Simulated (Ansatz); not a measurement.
Crystal: HfIn4SiO6.

```
Hf In Si O
1.0
     3.23023   -5.57768   -0.02470
     3.23023    5.57768   -0.02470
    -1.49068    0.00000    6.32030
Hf In Si O
1 4 1 6
Direct
  0.10178 0.10178 0.00912
  0.79222 0.48204 0.00818
  0.48204 0.79222 0.00818
  0.54472 0.21983 0.48398
  0.21983 0.54472 0.48398
  0.85433 0.85433 0.44523
  0.83500 0.58822 0.38104
  0.58822 0.83500 0.38104
  0.02899 0.02899 0.29500
  0.97920 0.97920 0.69555
  0.42852 0.14514 0.07435
  0.14514 0.42852 0.07435
```

The cell was built by a generator and needn't be a form met in nature.

| Quantity | Value |
| --- | --- |
| Program | Ansatz 0.2.0 |
| Task | relaxation of cell and atoms |
| Functional | PBE |
| Dispersion | D4 |
| Potentials or basis | all-electron PAW datasets made for the crystal |
| k mesh | 3 × 3 × 2 |
| Occupations | fermi-dirac, width 0.05 eV |
| Spin | no spin polarisation |

At the start: volume 18.94 Å³/atom.

How do energy, volume and symmetry change on relaxing?

Over 14 steps the energy falls by 7.1 meV/atom and the volume is 17.74 Å³/atom (-6.4 %); space group Cm (No. 8, to 0.05 Å).

Step by step:
```
step  energy change (eV)  largest force (eV/Å)  volume (Å³)
   1              0.0000                0.0306       227.34
   2             -0.0137                0.3469       215.45
   3             -0.0487                0.3052       216.69
   4             -0.0582                0.1653       217.75
   5             -0.0644                0.2189       217.22
   6             -0.0725                0.1965       214.97
   7             -0.0781                0.1191       214.31
   8             -0.0830                0.0567       212.57
   9             -0.0849                0.1053       212.98
  10             -0.0853                0.0437       212.74
  11             -0.0854                0.0241       212.87
  12             -0.0856                0.0275       212.86
  13             -0.0856                0.0025       212.85
  14             -0.0856                0.0025       212.85
```

Final structure:
```yaml
crystal:
  lattice:
    - [3.04170, -5.48744, -0.05858]
    - [3.04170, 5.48744, -0.05858]
    - [-1.46931, 0.00000, 6.40446]
  atoms:
    - { symbol: Hf, position: [0.08713, 0.08713, 0.00482] }
    - { symbol: In, position: [0.79352, 0.48284, 0.00593] }
    - { symbol: In, position: [0.48284, 0.79352, 0.00593] }
    - { symbol: In, position: [0.54761, 0.21515, 0.50100] }
    - { symbol: In, position: [0.21515, 0.54761, 0.50100] }
    - { symbol: Si, position: [0.85954, 0.85954, 0.44355] }
    - { symbol: O, position: [0.83344, 0.58358, 0.37366] }
    - { symbol: O, position: [0.58358, 0.83344, 0.37366] }
    - { symbol: O, position: [0.05949, 0.05949, 0.31280] }
    - { symbol: O, position: [0.97685, 0.97685, 0.69353] }
    - { symbol: O, position: [0.42686, 0.13399, 0.06206] }
    - { symbol: O, position: [0.13399, 0.42686, 0.06206] }
```

Caveat: the k mesh is coarse (spacing up to 0.50 Å⁻¹), so the values aren't converged.
